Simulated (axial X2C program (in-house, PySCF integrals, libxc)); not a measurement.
# Linear GeOGe at several levels

An exercise on one series of results from a longer session: the logs are not shown, and one member is left open.

Method: all-electron X2C, two-component (2c) or spin-free, Ge dyall-v3z, O dyall-av3z; program: an in-house X2C program for linear molecules on PySCF integrals.

All values are calculated.

2 further runs of the same task are left out: 2 set aside as unsound or not needed.

The first run:

task.json reads:

```json
{"zs": [32, 8, 32], "q": 0, "bas": ["dyall-v3z", "dyall-av3z", "dyall-v3z"], "r0": [1.84, 1.84], "symm": 1, "scan": ["PBE0", "HF", "TPSSh"], "levels": ["PBE0", "HF", "PBE"], "nst": 2}
```

Keys: zs atomic numbers; q charge; bas basis sets; r0 starting distance in Å; symm equal bonds; scan levels of the two-bond scan; levels methods; nst determinants followed.

Run with:

```sh
$ python solin.py task.json out
```

Masses Ge 73.921, O 15.995, Ge 73.921 u.

Among the steps run: Scan at PBE0, 2c; Scan at TPSSh, 2c; Scan at PBE0, spin-free.

One of the session's tables, all rows but one given; the rest of the session is left out.

```
           level  lower stretch (cm⁻¹)  upper stretch (cm⁻¹)
        PBE0, 2c                 315.2                 670.1
       TPSSh, 2c                     ?                     ?
 PBE0, spin-free                 315.4                 670.3
TPSSh, spin-free                 309.7                 680.4
```

**Question.** Estimate the row for TPSSh, 2c.

The run gave: lower stretch (cm⁻¹): 309.6; upper stretch (cm⁻¹): 680.3. In the column «lower stretch (cm⁻¹)» it is the lowest.

Scans not shown above were run alike.

Limits of these values: The molecule was held linear; bending was not examined, so a bent shape may lie lower.
